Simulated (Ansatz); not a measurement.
GaF:

```xyz
2
Lattice="3.1659 0.0000 0.0000 0.0000 3.1659 0.0000 0.0000 0.0000 3.1659" Properties=species:S:1:pos:R:3 pbc="T T T"
Ga    0.0000    0.0000    0.0000
F     1.5830    1.5830    1.5830
```

The cell was built by a generator and needn't be a form met in nature.

Base run:

| Quantity | Value |
| --- | --- |
| Program | Ansatz 0.2.0 |
| Functional | PBE0 |
| Potentials or basis | Ansatz PAW |
| Cutoff | 420 eV (not typed: the program's choice for these potentials) |
| k mesh | 5 × 5 × 5 |
| Occupations | fermi-dirac, width 0.05 eV |
| Spin | no spin polarisation |

Its results: band gap on the k mesh 3.54 eV, indirect (least direct gap 4.43 eV); pressure -0.7 GPa.

Question: After a change of settings the same cell gave: band gap on the k mesh 2.35 eV, indirect (least direct gap 2.83 eV); pressure 2.7 GPa. Which change was it?
A. functional from PBE0 to PBEsol
B. functional from PBE0 to RPBE
C. functional from PBE0 to r2SCAN; cutoff from 420 eV (not typed: the program's choice for these potentials) to 500 eV (not typed: the program's choice for these potentials)
D. functional from PBE0 to BLYP

Answer: B.

PBE0 gives the wider gap, since exact exchange removes part of the self-interaction.

Caveats: odd divisions of the mesh miss points on the zone boundary, where band edges often lie, so the gap on the mesh can be too wide; the PAW data sets come from PBE, with cores solved anew for the run's functional, which leaves a small shift of forces and pressure; the density of states is complete only up to the lowest level of the last band computed; the thresholds are loose for stress (some runs).

Runs at the PBE level aren't shown here.
